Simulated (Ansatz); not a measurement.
# TaSF₃: basis-set convergence

The task here is to estimate one member of a computed series from the others.

The runs use Ansatz 0.2.0, Gaussian basis; one geometry, several basis sets.

The runs, in order: PBE0-D4/def2-SVP; ωB97M-V/def2-SVP; PBE0-D4/def2-QZVPP; ωB97M-V/def2-QZVPP; the functionals' def2-TZVPP values are taken from earlier runs.

### The geometry

An earlier PBE0-D4 in a triple-zeta def2 set relaxation fixed the geometry. Ta takes the def2 core potential; no spin-orbit term is included.

5 atoms, charge 0, spin multiplicity 1.

Atoms are counted from 1 here; the program's logs count them from 0.

Bond lengths: F1–Ta2 1.857 Å, Ta2–F3 1.857 Å, Ta2–F4 1.857 Å, Ta2–S5 2.147 Å. Angles: F1–Ta2–F3 110.4°, F1–Ta2–F4 110.4°, F1–Ta2–S5 108.5°, F3–Ta2–F4 110.4°, F3–Ta2–S5 108.5°, F4–Ta2–S5 108.5°.

Set-up of the first run:

Contents of in.yaml:

```yaml
crystal:
  periodic: [false, false, false]
  atoms:
    - {symbol: F, position_ang: [-0.851177, -0.125136, 1.662458]}
    - {symbol: Ta, position_ang: [-0.012078, -0.085252, 0.005842]}
    - {symbol: F, position_ang: [1.489437, -1.178506, 0.014593]}
    - {symbol: F, position_ang: [-1.189434, -0.614449, -1.329730]}
    - {symbol: S, position_ang: [0.613152, 1.929543, -0.394564]}
basis:
  gaussian: {orbitals: def2-SVP}
hamiltonian: {xc: pbe0, dispersion: d4}
output: {orbitals: {seedname: orbitals}}
```

Started as:

```
$ ansatz run in.yaml --threads 4 --pin off --events-out ev --progress --plain --max-ram 10444MiB
```

Among the steps run: PBE0-D4 in def2-SVP; ωB97M-V in def2-SVP; PBE0-D4 in def2-QZVPP; ωB97M-V in def2-QZVPP.

One of the session's tables, all rows but one given; the rest of the session is left out.

It belongs to the step «Density functionals: the series». 

```
functional       basis  HOMO (eV)  LUMO (eV)
   PBE0-D4    def2-SVP      -8.40      -2.20
   PBE0-D4  def2-TZVPP          ?          ?
   PBE0-D4  def2-QZVPP      -8.34      -2.11
   ωB97M-V    def2-SVP     -10.45       0.02
   ωB97M-V  def2-TZVPP     -10.41       0.11
   ωB97M-V  def2-QZVPP     -10.43       0.06
```

Q: Estimate the row for PBE0-D4, def2-TZVPP from the others.

The run gave: HOMO (eV): -8.33; LUMO (eV): -2.10. In the column «HOMO (eV)» it is the highest.
